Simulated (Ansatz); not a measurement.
# CW: the cost of one run

Method: the levels named in each step, in Ansatz 0.2.0.

### 1 The starting structure

Bond lengths: C1–W2 1.895 Å.

Coordinates:

```xyz
2

C     0.0000    0.0000    0.0000
W     0.0000    0.0000    1.8947
```

### 2 A rough first relaxation, PBE-D4/def2-SVP

The input, input.yaml:

```yaml
crystal:
  periodic: [false, false, false]
  atoms:
    - { symbol: C, position_ang: [0.0, 0.0, 0.0] }
    - { symbol: W, position_ang: [0.0, 0.0, 1.89472] }
magnetization:
  spin_polarized: true
  initial_magnetization: 2
basis:
  gaussian: { orbitals: def2-SVP }
hamiltonian:
  xc: pbe
  dispersion: d4
relax:
  f_tol: 0.03
  max_steps: 200
```

Command:

```sh
> ansatz run input.yaml --threads 2 --pin off --max-ram 5120MiB --backend cpu --events-out ev --progress --plain --runs-dir out
```

What time and memory should one allow on 2 threads of Arm Neoverse N1, shared host?

About 41 s, with a peak of 0.12 GiB.
